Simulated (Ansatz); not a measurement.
# Al2GaAs3: the cost of one run

Computed with Ansatz 0.2.0 (DFT PBE, scalar-relativistic, plane waves, PAW, unless a step's input says otherwise).

### Step 1. The structure to begin with

It takes space group I-4m2 (No. 119, tetragonal). Conventional cell: a = 4.056 Å, b = 4.056 Å, c = 17.196 Å, α = 90.00°, β = 90.00°, γ = 90.00°. Al (site symmetry 2mm) has 4 As at 2.48 Å as nearest neighbours. Around Ga (site symmetry -4m2) lie 4 As at 2.49 Å. As (site symmetry 2mm) is surrounded by 2 Al at 2.48 Å and 2 Ga at 2.49 Å. As (site symmetry -4m2) is surrounded by 4 Al at 2.48 Å.

Structure file:

```
Al Ga As
1.0
    -2.02776    2.02776    8.59806
     2.02776   -2.02776    8.59806
     2.02776    2.02776   -8.59806
Al Ga As
2 1 3
Direct
  0.66679 0.66679 0.00000
  0.33321 0.33321 0.00000
  0.00000 0.00000 0.00000
  0.91610 0.41610 0.50000
  0.25000 0.75000 0.50000
  0.58390 0.08390 0.50000
```

The start is the relaxed end of an invented cell (made as: elements ordered on the sites of the GaAs type, Al/Ga on Ga (I-4m2, No. 119)), taken up again for a closer look.

### Step 2. The guess as it stands, on a coarse mesh

The input, input.yaml:

```yaml
crystal:
  lattice:
    - [-2.0277638, 2.0277638, 8.5980642]
    - [2.0277638, -2.0277638, 8.5980642]
    - [2.0277638, 2.0277638, -8.5980642]
  atoms:
    - { symbol: Al, position: [0.666786, 0.666786, 0.0] }
    - { symbol: Al, position: [0.333214, 0.333214, 0.0] }
    - { symbol: Ga, position: [0.0, 0.0, 0.0] }
    - { symbol: As, position: [0.916098, 0.416098, 0.5] }
    - { symbol: As, position: [0.25, 0.75, 0.5] }
    - { symbol: As, position: [0.583902, 0.083902, 0.5] }
basis:
  ecutwfc: 420
kpoints:
  mp_grid: { grid: [6, 6, 6] }
hamiltonian:
  xc: pbe
scf:
  occupations: { method: gaussian, width: 0.1 }
  lower_state_search: "off"
output:
  forces: true
  stress: true
  eigenvalues: true
```

Run with:

```bash
$ ansatz run input.yaml --threads 4 --pin off --max-ram 8192MiB --backend cpu --events-out ev --progress --plain --runs-dir out
```

**Question.** How long does this run take on 4 threads of Arm Neoverse V2, shared host, and how much memory does it need?

About 3.5 s, with a peak of 0.48 GiB.
